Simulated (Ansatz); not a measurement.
# BCl2H5OSi: the cost of one run

Program: Ansatz 0.2.0. Level of theory: RKS PBE-D4/def2-SVP. These are calculated values, not measurements.

### 1 The structure to begin with

Bond lengths: B1–Cl3 1.860 Å, B1–Cl4 1.860 Å, B1–O5 1.710 Å, O5–Si6 1.680 Å, Si6–H7 1.460 Å, Si6–H8 1.460 Å, Si6–H9 1.460 Å. Angles: Cl3–B1–Cl4 120.0°, Cl3–B1–O5 97.0°, Cl4–B1–O5 101.2°, B1–O5–Si6 125.0°, O5–Si6–H7 109.5°, O5–Si6–H8 109.5°, O5–Si6–H9 109.5°, H7–Si6–H8 109.4°, H7–Si6–H9 109.4°, H8–Si6–H9 109.4°.

Structure file:

```xyz
10

B     0.0000    0.0000    0.0000
H     0.0000    0.0000    1.5400
Cl    1.6108    0.0000   -0.9300
Cl   -1.6108    0.0000   -0.9300
O     0.0715   -1.6212    0.5392
Si   -0.6985   -2.9178   -0.2012
H     0.2063   -4.0629   -0.2427
H    -1.8953   -3.2713    0.5566
H    -1.0766   -2.5477   -1.5620
H     0.0379   -0.8605    1.5370
```

### 2 Pulling towards end A

Springs on the bonds that form and break draw the guess towards this end; the thresholds are loose.

input.yaml reads:

```yaml
crystal:
  periodic: [false, false, false]
  atoms:
    - { symbol: B, position_ang: [0.0, 0.0, 0.0] }
    - { symbol: H, position_ang: [0.0, 0.0, 1.54] }
    - { symbol: Cl, position_ang: [1.6108, 0.0, -0.93] }
    - { symbol: Cl, position_ang: [-1.6108, 0.0, -0.93] }
    - { symbol: O, position_ang: [0.0715, -1.6212, 0.5392] }
    - { symbol: Si, position_ang: [-0.6985, -2.9178, -0.2012] }
    - { symbol: H, position_ang: [0.2063, -4.0629, -0.2427] }
    - { symbol: H, position_ang: [-1.8953, -3.2713, 0.5566] }
    - { symbol: H, position_ang: [-1.0766, -2.5477, -1.562] }
    - { symbol: H, position_ang: [0.0379, -0.8605, 1.537] }
basis:
  gaussian: { orbitals: def2-SVP }
hamiltonian:
  xc: pbe
  dispersion: d4
relax:
  f_tol: 0.15
  max_steps: 25
  restrain:
    - { distance: [0, 4], at: 2.61, k: 30.0 }
    - { distance: [9, 1], at: 1.86, k: 30.0 }
    - { distance: [0, 1], at: 1.19, k: 30.0 }
    - { distance: [9, 4], at: 1.01, k: 30.0 }
```

The run is started by

```bash
$ ansatz run input.yaml --threads 2 --pin off --max-ram 3072MiB --backend cpu --events-out ev --progress --plain --runs-dir out
```

**Question.** How long does this run take on 2 threads of Arm Neoverse V1, shared host, and how much memory does it need?

About 27 s, with a peak of 0.15 GiB.
